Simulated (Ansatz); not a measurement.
# Cl₂H₄OSi (built from SMILES O[SiH](Cl)Cl.[H][H]): search for a transition state, part 2 of 2

Ansatz 0.2.0, Gaussian basis; PBE0-D4. The steps go on from the part before.

**8. Relaxing after a step of 0.30 Å the other way along the mode**

downb/in.yaml

```yaml
crystal:
  periodic: [false, false, false]
  atoms:
    - {symbol: Si, position_ang: [-0.300979, -0.074458, -0.436079]}
    - {symbol: O, position_ang: [1.043313, 0.775002, 0.302637]}
    - {symbol: Cl, position_ang: [-0.036587, -1.850297, -1.482723]}
    - {symbol: Cl, position_ang: [-2.105221, 0.049417, 0.562178]}
    - {symbol: H, position_ang: [-0.523621, 0.836191, -1.529358]}
    - {symbol: H, position_ang: [0.678586, -0.413332, 1.068119]}
    - {symbol: H, position_ang: [0.298174, -1.016072, 1.030472]}
    - {symbol: H, position_ang: [0.946336, 1.693449, 0.484755]}
basis:
  gaussian: {orbitals: def2-TZVP}
hamiltonian: {xc: pbe0, dispersion: d4}
relax: {f_tol: 0.005, max_steps: 200}
```

Started as:

```console
> ansatz run in.yaml --threads 4 --pin off --events-out ev --progress --plain --max-ram 9574MiB
```

Log:

```text
Functional definition: PBE0
  name "PBE0"
  cite "Adamo & Barone, J. Chem. Phys. 110, 6158 (1999) doi:10.1063/1.478522"
  cite "Perdew, Burke & Ernzerhof, Phys. Rev. Lett. 77, 3865 (1996) doi:10.1103/PhysRevLett.77.3865"
  parent pbe
  parameter a = 0.25
  parameter kappa = 0.804
  parameter beta = 0.06672455060314922
  exchange = (1 - a)*pbe_x(kappa = kappa, mu = beta*pi^2/3) + a*exact_x
  correlation = pbe_c(beta = beta)
1131 factors; their error is unknown
mean field evaluation 1: about -35020.7154 eV, gradient 5.1e1 eV
mean field evaluation 2: about -35011.8819 eV, gradient 8.6e1 eV
mean field evaluation 4: about -35024.8360 eV, gradient 2.3e0 eV
mean field evaluation 8: about -35024.8459 eV, gradient 3.4e-2 eV
mean field evaluation 16: about -35024.9558 eV, gradient 8.0e-5 eV
mean field -35024.95575345 eV, -1287.1433831715 hartree, gradient 1.8e-5 eV, S^2 0.000000; 0 other end points of the search recorded, 0 dependent functions left out
the calculation of the forces begins
reference -35024.95578169 eV, -1287.1433842095 hartree; 30, 30 occupied and 136, 136 virtual orbitals, 1131 factors
relax step   1: F+E_penalty+E_count = -35025.12617007 eV  Δ(F+E_penalty+E_count) = +0.000e0 eV  max|allowed force component| = 3.467e0 eV/Å  Δτ_max = 0.0000 Å  (27 SCF iters, accepted)
these checks for a lower state are left out or cut short: starts, cluster_reference, orbital_swaps, neighbouring_geometries, increment
1131 factors; their error is unknown
mean field -35025.60934942 eV, -1287.1674023805 hartree, gradient 1.1e-5 eV, S^2 0.000000; 0 other end points of the search recorded, 0 dependent functions left out
the calculation of the forces begins
reference -35025.60937793 eV, -1287.1674034281 hartree; 30, 30 occupied and 136, 136 virtual orbitals, 1131 factors
relax step   2: F+E_penalty+E_count = -35025.78241762 eV  Δ(F+E_penalty+E_count) = -6.562e-1 eV  max|allowed force component| = 1.493e0 eV/Å  Δτ_max = 0.1922 Å  (37 SCF iters, accepted)
these checks for a lower state are left out or cut short: starts, cluster_reference, orbital_swaps, neighbouring_geometries, increment
1131 factors; their error is unknown
mean field evaluation 32: about -35026.0910 eV, gradient 1.5e-5 eV
mean field -35026.09102594 eV, -1287.1851036662 hartree, gradient 1.5e-5 eV, S^2 0.000000; 0 other end points of the search recorded, 0 dependent functions left out
the calculation of the forces begins
reference -35026.09105458 eV, -1287.1851047187 hartree; 30, 30 occupied and 136, 136 virtual orbitals, 1131 factors
relax step   3: F+E_penalty+E_count = -35026.26927229 eV  Δ(F+E_penalty+E_count) = -4.869e-1 eV  max|allowed force component| = 1.675e0 eV/Å  Δτ_max = 0.1932 Å  (30 SCF iters, accepted)
[... from here on, the SCF cycles and remarks between the steps are left out ...]
relax step   4: F+E_penalty+E_count = -35026.62675939 eV  Δ(F+E_penalty+E_count) = -3.575e-1 eV  max|allowed force component| = 8.499e-1 eV/Å  Δτ_max = 0.1948 Å  (30 SCF iters, accepted)
relax step   5: F+E_penalty+E_count = -35026.82761603 eV  Δ(F+E_penalty+E_count) = -2.009e-1 eV  max|allowed force component| = 3.678e-1 eV/Å  Δτ_max = 0.1947 Å  (29 SCF iters, accepted)
relax step   6: F+E_penalty+E_count = -35026.91337526 eV  Δ(F+E_penalty+E_count) = -8.576e-2 eV  max|allowed force component| = 5.518e-1 eV/Å  Δτ_max = 0.1933 Å  (30 SCF iters, accepted)
relax step   7: F+E_penalty+E_count = -35026.95941438 eV  Δ(F+E_penalty+E_count) = -4.604e-2 eV  max|allowed force component| = 5.020e-1 eV/Å  Δτ_max = 0.1943 Å  (31 SCF iters, accepted)
relax step   8: F+E_penalty+E_count = -35026.97891476 eV  Δ(F+E_penalty+E_count) = -1.950e-2 eV  max|allowed force component| = 2.985e-1 eV/Å  Δτ_max = 0.1999 Å  (30 SCF iters, accepted)
relax step   9: F+E_penalty+E_count = -35026.99093154 eV  Δ(F+E_penalty+E_count) = -1.202e-2 eV  max|allowed force component| = 2.122e-1 eV/Å  Δτ_max = 0.0480 Å  (31 SCF iters, accepted)
relax step  10: F+E_penalty+E_count = -35026.99683176 eV  Δ(F+E_penalty+E_count) = -5.900e-3 eV  max|allowed force component| = 1.783e-1 eV/Å  Δτ_max = 0.1279 Å  (30 SCF iters, accepted)
relax step  11: F+E_penalty+E_count = -35027.00346457 eV  Δ(F+E_penalty+E_count) = -6.633e-3 eV  max|allowed force component| = 3.350e-1 eV/Å  Δτ_max = 0.1287 Å  (29 SCF iters, accepted)
relax step  12: F+E_penalty+E_count = -35027.00585630 eV  Δ(F+E_penalty+E_count) = -2.392e-3 eV  max|allowed force component| = 3.495e-1 eV/Å  Δτ_max = 0.0546 Å  (30 SCF iters, accepted)
relax step  13: F+E_penalty+E_count = -35027.01260307 eV  Δ(F+E_penalty+E_count) = -6.747e-3 eV  max|allowed force component| = 1.552e-1 eV/Å  Δτ_max = 0.1343 Å  (30 SCF iters, accepted)
relax step  14: F+E_penalty+E_count = -35027.01551193 eV  Δ(F+E_penalty+E_count) = -2.909e-3 eV  max|allowed force component| = 8.190e-2 eV/Å  Δτ_max = 0.0637 Å  (31 SCF iters, accepted)
relax step  15: F+E_penalty+E_count = -35027.01684403 eV  Δ(F+E_penalty+E_count) = -1.332e-3 eV  max|allowed force component| = 8.248e-2 eV/Å  Δτ_max = 0.0736 Å  (30 SCF iters, accepted)
relax step  16: F+E_penalty+E_count = -35027.00416590 eV  Δ(F+E_penalty+E_count) = +1.268e-2 eV  max|allowed force component| = 8.571e-1 eV/Å  Δτ_max = 0.1957 Å  (29 SCF iters, rejected (line search))
relax step  17: F+E_penalty+E_count = -35027.01956198 eV  Δ(F+E_penalty+E_count) = -2.718e-3 eV  max|allowed force component| = 4.655e-2 eV/Å  Δτ_max = 0.0978 Å  (29 SCF iters, accepted)
relax step  18: F+E_penalty+E_count = -35027.01600685 eV  Δ(F+E_penalty+E_count) = +3.555e-3 eV  max|allowed force component| = 5.827e-1 eV/Å  Δτ_max = 0.0977 Å  (30 SCF iters, rejected (line search))
relax step  19: F+E_penalty+E_count = -35027.02127633 eV  Δ(F+E_penalty+E_count) = -1.714e-3 eV  max|allowed force component| = 6.148e-2 eV/Å  Δτ_max = 0.0488 Å  (30 SCF iters, accepted)
relax step  20: F+E_penalty+E_count = -35027.02309660 eV  Δ(F+E_penalty+E_count) = -1.820e-3 eV  max|allowed force component| = 1.980e-1 eV/Å  Δτ_max = 0.0494 Å  (30 SCF iters, accepted)
relax step  21: F+E_penalty+E_count = -35027.02414871 eV  Δ(F+E_penalty+E_count) = -1.052e-3 eV  max|allowed force component| = 5.234e-1 eV/Å  Δτ_max = 0.0726 Å  (29 SCF iters, accepted)
relax step  22: F+E_penalty+E_count = -35027.03603140 eV  Δ(F+E_penalty+E_count) = -1.188e-2 eV  max|allowed force component| = 1.922e-1 eV/Å  Δτ_max = 0.1125 Å  (30 SCF iters, accepted)
relax step  23: F+E_penalty+E_count = -35027.04605313 eV  Δ(F+E_penalty+E_count) = -1.002e-2 eV  max|allowed force component| = 2.849e-1 eV/Å  Δτ_max = 0.0925 Å  (30 SCF iters, accepted)
relax step  24: F+E_penalty+E_count = -35027.00101631 eV  Δ(F+E_penalty+E_count) = +4.504e-2 eV  max|allowed force component| = 2.171e0 eV/Å  Δτ_max = 0.1933 Å  (35 SCF iters, rejected (line search))
relax step  25: F+E_penalty+E_count = -35027.05666511 eV  Δ(F+E_penalty+E_count) = -1.061e-2 eV  max|allowed force component| = 2.168e-1 eV/Å  Δτ_max = 0.0965 Å  (30 SCF iters, accepted)
relax step  26: F+E_penalty+E_count = -35027.05647615 eV  Δ(F+E_penalty+E_count) = +1.890e-4 eV  max|allowed force component| = 8.599e-1 eV/Å  Δτ_max = 0.0975 Å  (30 SCF iters, rejected (line search))
relax step  27: F+E_penalty+E_count = -35027.06167311 eV  Δ(F+E_penalty+E_count) = -5.008e-3 eV  max|allowed force component| = 9.229e-2 eV/Å  Δτ_max = 0.0475 Å  (30 SCF iters, accepted)
relax step  28: F+E_penalty+E_count = -35027.06560460 eV  Δ(F+E_penalty+E_count) = -3.931e-3 eV  max|allowed force component| = 1.899e-1 eV/Å  Δτ_max = 0.0487 Å  (30 SCF iters, accepted)
relax step  29: F+E_penalty+E_count = -35027.07106981 eV  Δ(F+E_penalty+E_count) = -5.465e-3 eV  max|allowed force component| = 1.440e-1 eV/Å  Δτ_max = 0.0750 Å  (30 SCF iters, accepted)
relax step  30: F+E_penalty+E_count = -35027.07578457 eV  Δ(F+E_penalty+E_count) = -4.715e-3 eV  max|allowed force component| = 1.190e-1 eV/Å  Δτ_max = 0.1125 Å  (30 SCF iters, accepted)
relax step  31: F+E_penalty+E_count = -35027.06992465 eV  Δ(F+E_penalty+E_count) = +5.860e-3 eV  max|allowed force component| = 6.165e-1 eV/Å  Δτ_max = 0.1622 Å  (30 SCF iters, rejected (line search))
relax step  32: F+E_penalty+E_count = -35027.08030686 eV  Δ(F+E_penalty+E_count) = -4.522e-3 eV  max|allowed force component| = 5.206e-2 eV/Å  Δτ_max = 0.0811 Å  (30 SCF iters, accepted)
relax step  33: F+E_penalty+E_count = -35027.08103109 eV  Δ(F+E_penalty+E_count) = -7.242e-4 eV  max|allowed force component| = 2.348e-1 eV/Å  Δτ_max = 0.0828 Å  (30 SCF iters, accepted)
relax step  34: F+E_penalty+E_count = -35027.08312160 eV  Δ(F+E_penalty+E_count) = -2.091e-3 eV  max|allowed force component| = 4.232e-2 eV/Å  Δτ_max = 0.1166 Å  (30 SCF iters, accepted)
relax step  35: F+E_penalty+E_count = -35027.08427490 eV  Δ(F+E_penalty+E_count) = -1.153e-3 eV  max|allowed force component| = 9.733e-3 eV/Å  Δτ_max = 0.0631 Å  (31 SCF iters, accepted)
relax step  36: F+E_penalty+E_count = -35027.08458990 eV  Δ(F+E_penalty+E_count) = -3.150e-4 eV  max|allowed force component| = 2.179e-2 eV/Å  Δτ_max = 0.0363 Å  (30 SCF iters, accepted)
relax step  37: F+E_penalty+E_count = -35027.08317955 eV  Δ(F+E_penalty+E_count) = +1.410e-3 eV  max|allowed force component| = 2.826e-1 eV/Å  Δτ_max = 0.0935 Å  (30 SCF iters, rejected (line search))
relax step  38: F+E_penalty+E_count = -35027.08487661 eV  Δ(F+E_penalty+E_count) = -2.867e-4 eV  max|allowed force component| = 5.616e-2 eV/Å  Δτ_max = 0.0457 Å  (31 SCF iters, accepted)
relax step  39: F+E_penalty+E_count = -35027.08527001 eV  Δ(F+E_penalty+E_count) = -3.934e-4 eV  max|allowed force component| = 7.716e-2 eV/Å  Δτ_max = 0.0713 Å  (30 SCF iters, accepted)
relax step  40: F+E_penalty+E_count = -35027.08492732 eV  Δ(F+E_penalty+E_count) = +3.427e-4 eV  max|allowed force component| = 1.241e-1 eV/Å  Δτ_max = 0.0955 Å  (30 SCF iters, rejected (line search))
relax step  41: F+E_penalty+E_count = -35027.08570695 eV  Δ(F+E_penalty+E_count) = -4.369e-4 eV  max|allowed force component| = 4.574e-2 eV/Å  Δτ_max = 0.0469 Å  (30 SCF iters, accepted)
relax step  42: F+E_penalty+E_count = -35027.08591214 eV  Δ(F+E_penalty+E_count) = -2.052e-4 eV  max|allowed force component| = 6.103e-2 eV/Å  Δτ_max = 0.0624 Å  (30 SCF iters, accepted)
relax step  43: F+E_penalty+E_count = -35027.08602800 eV  Δ(F+E_penalty+E_count) = -1.159e-4 eV  max|allowed force component| = 5.887e-2 eV/Å  Δτ_max = 0.0187 Å  (31 SCF iters, accepted)
relax step  44: F+E_penalty+E_count = -35027.08616764 eV  Δ(F+E_penalty+E_count) = -1.396e-4 eV  max|allowed force component| = 3.831e-2 eV/Å  Δτ_max = 0.0188 Å  (31 SCF iters, accepted)
relax step  45: F+E_penalty+E_count = -35027.08633501 eV  Δ(F+E_penalty+E_count) = -1.674e-4 eV  max|allowed force component| = 2.630e-2 eV/Å  Δτ_max = 0.0539 Å  (31 SCF iters, accepted)
relax step  46: F+E_penalty+E_count = -35027.08638479 eV  Δ(F+E_penalty+E_count) = -4.978e-5 eV  max|allowed force component| = 2.940e-2 eV/Å  Δτ_max = 0.0426 Å  (31 SCF iters, accepted)
relax step  47: F+E_penalty+E_count = -35027.08642559 eV  Δ(F+E_penalty+E_count) = -4.080e-5 eV  max|allowed force component| = 2.509e-2 eV/Å  Δτ_max = 0.0206 Å  (30 SCF iters, accepted)
relax step  48: F+E_penalty+E_count = -35027.08645481 eV  Δ(F+E_penalty+E_count) = -2.922e-5 eV  max|allowed force component| = 1.431e-2 eV/Å  Δτ_max = 0.0136 Å  (32 SCF iters, accepted)
relax step  49: F+E_penalty+E_count = -35027.08649705 eV  Δ(F+E_penalty+E_count) = -4.224e-5 eV  max|allowed force component| = 8.490e-3 eV/Å  Δτ_max = 0.0104 Å  (31 SCF iters, accepted)
relax step  50: F+E_penalty+E_count = -35027.08652686 eV  Δ(F+E_penalty+E_count) = -2.981e-5 eV  max|allowed force component| = 2.245e-2 eV/Å  Δτ_max = 0.0199 Å  (31 SCF iters, accepted)
relax step  51: F+E_penalty+E_count = -35027.08654465 eV  Δ(F+E_penalty+E_count) = -1.779e-5 eV  max|allowed force component| = 1.746e-2 eV/Å  Δτ_max = 0.0064 Å  (23 SCF iters, accepted)
relax step  52: F+E_penalty+E_count = -35027.08657149 eV  Δ(F+E_penalty+E_count) = -2.684e-5 eV  max|allowed force component| = 7.703e-3 eV/Å  Δτ_max = 0.0110 Å  (32 SCF iters, accepted)
relax step  53: F+E_penalty+E_count = -35027.08659567 eV  Δ(F+E_penalty+E_count) = -2.417e-5 eV  max|allowed force component| = 1.102e-2 eV/Å  Δτ_max = 0.0186 Å  (31 SCF iters, accepted)
relax step  54: F+E_penalty+E_count = -35027.08660689 eV  Δ(F+E_penalty+E_count) = -1.122e-5 eV  max|allowed force component| = 1.499e-2 eV/Å  Δτ_max = 0.0141 Å  (32 SCF iters, accepted)
relax step  55: F+E_penalty+E_count = -35027.08661601 eV  Δ(F+E_penalty+E_count) = -9.123e-6 eV  max|allowed force component| = 1.538e-2 eV/Å  Δτ_max = 0.0073 Å  (32 SCF iters, accepted)
relax step  56: F+E_penalty+E_count = -35027.08663019 eV  Δ(F+E_penalty+E_count) = -1.418e-5 eV  max|allowed force component| = 8.395e-3 eV/Å  Δτ_max = 0.0054 Å  (23 SCF iters, accepted)
relax step  57: F+E_penalty+E_count = -35027.08664230 eV  Δ(F+E_penalty+E_count) = -1.211e-5 eV  max|allowed force component| = 7.353e-3 eV/Å  Δτ_max = 0.0112 Å  (32 SCF iters, accepted)
relax step  58: F+E_penalty+E_count = -35027.08665130 eV  Δ(F+E_penalty+E_count) = -9.001e-6 eV  max|allowed force component| = 7.577e-3 eV/Å  Δτ_max = 0.0145 Å  (31 SCF iters, accepted)
relax step  59: F+E_penalty+E_count = -35027.08665388 eV  Δ(F+E_penalty+E_count) = -2.580e-6 eV  max|allowed force component| = 8.097e-3 eV/Å  Δτ_max = 0.0187 Å  (31 SCF iters, accepted)
relax step  60: F+E_penalty+E_count = -35027.08665663 eV  Δ(F+E_penalty+E_count) = -2.757e-6 eV  max|allowed force component| = 5.673e-3 eV/Å  Δτ_max = 0.0037 Å  (23 SCF iters, accepted)
these checks for a lower state are left out or cut short: starts, cluster_reference, orbital_swaps, neighbouring_geometries, increment
1131 factors; their error is unknown
mean field -35026.92586085 eV, -1287.2157832830 hartree, gradient 4.7e-5 eV, S^2 0.000000; 0 other end points of the search recorded, 0 dependent functions left out
the calculation of the forces begins
reference -35026.92589276 eV, -1287.2157844560 hartree; 30, 30 occupied and 136, 136 virtual orbitals, 1131 factors
relax step  61: F+E_penalty+E_count = -35027.08665772 eV  Δ(F+E_penalty+E_count) = -1.081e-6 eV  max|allowed force component| = 2.490e-3 eV/Å  Δτ_max = 0.0016 Å  (20 SCF iters, accepted)
1131 factors; their error is unknown
mean field evaluation 448: about -35026.9259 eV, gradient 1.7e-2 eV
mean field -35026.92586085 eV, -1287.2157832830 hartree, gradient 4.7e-5 eV, S^2 0.000000; 1 other end points of the search recorded, 0 dependent functions left out
the calculation of the forces begins
reference -35026.92589276 eV, -1287.2157844560 hartree; 30, 30 occupied and 136, 136 virtual orbitals, 1131 factors
Total energy: -35027.08668964 eV, -1287.2216936320 hartree
Atom 0 at    -0.553011     0.462121    -1.055773 Å, force     0.000711     0.000866     0.000220 eV/Å
Atom 1 at     0.646941     0.878473    -0.050871 Å, force    -0.001760    -0.002490     0.000037 eV/Å
Atom 2 at    -0.197391    -1.355032    -1.918090 Å, force    -0.000040     0.000275    -0.000199 eV/Å
Atom 3 at    -2.333634     0.327177    -0.064185 Å, force    -0.000236     0.000027    -0.000026 eV/Å
Atom 4 at    -0.640846     1.494899    -2.093873 Å, force     0.000093    -0.000262    -0.000057 eV/Å
Atom 5 at     1.359063    -1.248660     2.033079 Å, force     0.000434    -0.000293    -0.000448 eV/Å
Atom 6 at     0.871127    -0.868198     2.453311 Å, force    -0.000473     0.000311     0.000450 eV/Å
Atom 7 at     0.847752     0.309120     0.696402 Å, force     0.001269     0.001565     0.000025 eV/Å
Dipole moment:     0.154758    -0.035047     0.209735 e Å
```

Run time: 2 min. Hardware: 4 threads of Arm Neoverse V2, shared host.

Step by step: (not every step is listed)

```
step  energy from step 1 (eV)  largest force component (eV/Å)
   1                   0.0000                          3.4668
   2                  -0.6562                          1.4934
   3                  -1.1431                          1.6749
   4                  -1.5006                          0.8499
   5                  -1.7014                          0.3678
   6                  -1.7872                          0.5518
   7                  -1.8332                          0.5020
   8                  -1.8527                          0.2985
   9                  -1.8648                          0.2122
  13                  -1.8864                          0.1552
  17                  -1.8934                          0.0465
  21                  -1.8980                          0.5234
  25                  -1.9305                          0.2168
  29                  -1.9449                          0.1440
  33                  -1.9549                          0.2348
  37                  -1.9570                          0.2826
  41                  -1.9595                          0.0457
  45                  -1.9602                          0.0263
  49                  -1.9603                          0.0085
  53                  -1.9604                          0.0110
  56                  -1.9605                          0.0084
  57                  -1.9605                          0.0074
  58                  -1.9605                          0.0076
  59                  -1.9605                          0.0081
  60                  -1.9605                          0.0057
  61                  -1.9605                          0.0025
```

Close pairs (by a distance rule), those that changed most:

```
   bond  before (Å)  after (Å)  change (Å)
 Si1–O2       1.753      1.620      -0.134
Si1–Cl3       2.078      2.043      -0.036
  H6–H7       0.714      0.748      +0.034
 Si1–H5       1.440      1.467      +0.027
Si1–Cl4       2.066      2.043      -0.023
  O2–H8       0.941      0.961      +0.019
```

**9. What the saddle joins**

| pair | start side (Å) | saddle (Å) | end side (Å) |
| --- | --- | --- | --- |
| Si1–H7 | 4.014 | 1.681 | 1.471 |
| O2–H6 | 3.062 | 1.156 | 0.961 |
| Si1–O2 | 1.620 | 1.831 | 2.849 |
| H6–H7 | 0.748 | 1.097 | 2.871 |

**10. Outcome**

This closing draws on all 2 parts.

| quantity | value |
| --- | --- |
| imaginary mode | 1332i cm⁻¹ |
| barrier from the start side | 53.7 kcal/mol |
| barrier from the end side | 35.3 kcal/mol |
| energy of the step | +18.4 kcal/mol |
| pairs that change | Si1–H7 formed, O2–H6 formed, Si1–O2 broken, H6–H7 broken |
| zero-point energy at the saddle | 1.135 eV |

The point has a single imaginary mode (1332i cm⁻¹), as a transition state must. It joins the planned start and end. At PBE0-D4/def2-TZVP the electronic barrier is 53.7 kcal/mol, about 91 kT at 298 K, and the step runs 18.4 kcal/mol uphill. The barrier is thin enough for tunnelling; the leading (Wigner) term alone is a factor of 2.7 at 298 K. A step off the saddle overshot and began above it in energy, so the link to its end is likely but not proven. The ends are the nearest minima, not always the lowest complexes.
